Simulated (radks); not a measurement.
# Dy⁵⁹⁺ in [He] 2s1.75 2p3 3p0.25: an all-electron calculation

One table from this session's results is given with a row withheld; the runs are named, their logs left out.

The numbers are computed with radks (a radial shooting solver on a logarithmic mesh, Libxc functionals) version 1 (Dirac Kohn-Sham, revPBE, spin-unpolarised, spherical densities, finite nucleus; open shells are shared between the two j in proportion to 2j + 1), except any that are marked as measured or tabulated.

### What is computed

| Property | Result |
| --- | --- |
| element | dysprosium (Z = 66) |
| charge | +59 |
| electrons | 7 |
| configuration | [He] 2s1.75 2p3 3p0.25 |
| nuclear rms radius | 5.2218 fm |

Set-up of the first run:

Input:

```text
Z 66
configuration [He] 2s1.75 2p3 3p0.25 3s0 3d0 4p0 4f0
relativity Dirac
functional pbe_r,pbe
spin unpolarised
j_filling average
nucleus finite rms 5.2218 fm
c 137.035999084
```

Steps of the session up to this table: Self-consistent calculation.

One table of the session follows, with a row left open; its other results are not shown here.

It belongs to the step «Shells». Sizes of the orbitals, from the radial functions (bohr):

| level | <r> | outermost maximum (interpolated) | 90 % within | nodes |
| --- | --- | --- | --- | --- |
| 1s1/2 | 0.02106 | 0.0134 | 0.0381 | 0 |
| 2s1/2 | 0.08621 | 0.0747 | 0.134 | 1 |
| 2p1/2 | 0.07141 | 0.0559 | 0.117 | 0 |
| 2p3/2 | 0.07792 | 0.0616 | 0.126 | 0 |
| 3s1/2 | 0.2032 | 0.195 | 0.295 | 2 |
| 3p1/2 | 0.1896 | 0.181 | 0.282 | 1 |
| 3p3/2 | 0.1990 | 0.190 | 0.294 | 1 |
| 3d3/2 | 0.1686 | 0.144 | 0.256 | 0 |
| 3d5/2 | 0.1717 | 0.146 | 0.259 | 0 |
| 4p1/2 | 0.3581 | 0.366 | 0.510 | 2 |
| 4p3/2 | ? | ? | ? | ? |
| 4f5/2 | 0.2977 | 0.264 | 0.431 | 0 |
| 4f7/2 | 0.2997 | 0.266 | 0.433 | 0 |

Q: Estimate the row for 4p3/2 from the others.

The run gave: <r>: 0.3704; outermost maximum (interpolated): 0.379; 90 % within: 0.527; nodes: 2. In the column «<r>» it is the highest.
